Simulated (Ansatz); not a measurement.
# LaAsRuO: properties at the relaxed cell

One table from this session's results is given with a row withheld; the runs are named, their logs left out.

Method: DFT PBE, scalar-relativistic, plane waves, PAW, in Ansatz 0.2.0.

### The structure to begin with

It takes space group P4/nmm (No. 129, tetragonal). Conventional cell: a = 4.141 Å, b = 4.141 Å, c = 8.588 Å, α = 90.00°, β = 90.00°, γ = 90.00°. La (site symmetry 4mm) has 4 O at 2.39 Å as nearest neighbours. As (site symmetry 4mm) has 4 Ru at 2.44 Å as nearest neighbours. Ru (site symmetry -4m2) has 4 As at 2.44 Å as nearest neighbours. O (site symmetry -4m2) has 4 La at 2.39 Å as nearest neighbours.

Coordinates:

```cif
data_structure
_symmetry_space_group_name_H-M 'P4/nmm:1'
_symmetry_Int_Tables_number 129
_cell_length_a 4.1414
_cell_length_b 4.1414
_cell_length_c 8.5881
_cell_angle_alpha 90.000
_cell_angle_beta 90.000
_cell_angle_gamma 90.000
_cell_volume 147.30
loop_
_atom_site_label
_atom_site_type_symbol
_atom_site_symmetry_multiplicity
_atom_site_Wyckoff_symbol
_atom_site_fract_x
_atom_site_fract_y
_atom_site_fract_z
_atom_site_occupancy
La1 La 2 c 0.50000 0.00000 0.13948 1
As1 As 2 c 0.50000 0.00000 0.65086 1
Ru1 Ru 2 b 0.00000 0.00000 0.50000 1
O1 O 2 a 0.00000 0.00000 0.00000 1
```

It is the result of an earlier relaxation at this level (volume 18.41 Å³/atom; gap on the mesh: none (metal)).

Set-up of the first run:

input.yaml reads:

```yaml
crystal:
  lattice:
    - [4.1414199425, 0.0, 0.0]
    - [0.0, 4.1414199425, 0.0]
    - [0.0, 0.0, 8.5881253615]
  atoms:
    - { symbol: La, position: [0.5, 0.0, 0.139482949] }
    - { symbol: La, position: [0.0, 0.5, 0.860517051] }
    - { symbol: As, position: [0.5, 0.0, 0.6508561182] }
    - { symbol: As, position: [0.0, 0.5, 0.3491438818] }
    - { symbol: Ru, position: [0.0, 0.0, 0.5] }
    - { symbol: Ru, position: [0.5, 0.5, 0.5] }
    - { symbol: O, position: [0.0, 0.0, 0.0] }
    - { symbol: O, position: [0.5, 0.5, 0.0] }
basis:
  ecutwfc: 420
kpoints:
  mp_grid: { grid: [8, 8, 4] }
hamiltonian:
  xc: pbesol
scf:
  occupations: { method: gaussian, width: 0.1 }
output:
  forces: true
  stress: true
  eigenvalues: true
  write_density: true
  write_potential: true
  elf: true
  volumetric_format: npy
relax:
  adjacent_minimum: "off"
  f_tol: 0.005
  max_steps: 50
  cell: { stress_tol: 0.05 }
```

Command:

```sh
ansatz run input.yaml --threads 2 --pin off --max-ram 5120MiB --backend cpu --events-out ev --progress --plain --runs-dir out
```

Among the steps run: Relaxing with PBEsol; Relaxing with PBE+D3(BJ); Relaxing with LDA; The cell under r2SCAN.

One of the session's tables, all rows but one given; the rest of the session is left out.

```
functional  a (Å)  b (Å)  c (Å)  volume (Å³/atom)
       PBE  4.141  4.141  8.588             18.41
    PBEsol  4.089  4.089  8.437             17.63
PBE+D3(BJ)      ?      ?      ?                 ?
       LDA  4.058  4.058  8.362             17.21
    r2SCAN  4.121  4.121  8.586             18.22
```

**Question.** Estimate the row for PBE+D3(BJ).

**Answer.** a (Å): 4.109; b (Å): 4.109; c (Å): 8.408; volume (Å³/atom): 17.75. In the column «a (Å)» it lies between PBEsol (4.089) and r2SCAN (4.121).

The volumes rise in the order LDA, PBEsol, PBE+D3(BJ), r2SCAN, PBE, over 7.0 %. The runs treat La without spin-orbit coupling. The final runs have no spin polarisation, so no magnetic state was tried and one may lie lower.
